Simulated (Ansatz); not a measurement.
Set up this calculation in Ansatz 0.2.0, as the native input.

* Task: single point
* Functional: PBE
* Potentials or basis: all-electron LAPW, scalar-relativistic
* Cutoff: 255 eV (chosen from the basis error)
* Basis error allowed: 0.002 eV/atom
* k mesh: 5 × 5 × 5
* Occupations: fermi-dirac, width 0.04 eV
* Spin: no spin polarisation

Crystal: PtSe.

```xyz
2
Lattice="0.0000 3.0374 3.0374 3.0374 0.0000 3.0374 3.0374 3.0374 0.0000" Properties=species:S:1:pos:R:3 pbc="T T T"
Pt    0.0000    0.0000    0.0000
Se    1.5187    1.5187    1.5187
```

The cell comes from a database or a generator and needn't be the stable form of this composition.

The input as run:

input.yaml

```yaml
crystal:
  lattice:
    - [0.0, 3.03744723, 3.03744723]
    - [3.03744723, 0.0, 3.03744723]
    - [3.03744723, 3.03744723, 0.0]
  atoms:
    - { symbol: Pt, position: [0.0, 0.0, 0.0] }
    - { symbol: Se, position: [0.25, 0.25, 0.25] }
kpoints:
  mp_grid: { grid: [5, 5, 5] }
scf:
  occupations: { method: fermi_dirac, width: 0.04 }
hamiltonian:
  xc: pbe
  pseudopotentials: { kind: all_electron, lapw: { basis_error: 0.002 } }
output:
  forces: true
  stress: true
  eigenvalues: true
```

Potentials or basis: all-electron LAPW, scalar-relativistic.

Run with:

```sh
$ ansatz run input.yaml --threads 1 --pin off --max-ram 3072MiB --backend cpu --events-out ev --progress --plain --runs-dir out
```

It gave:

```
Pressure               : -10.8 GPa
Band gap on the k mesh : none (metal or under the smearing width)
```

Caveat: the k mesh is thin for a metal, which can move the energy by tens of meV per atom.

It took 11 s on 1 thread of Arm Neoverse V1, on a shared host, peak memory 0.26 GiB.
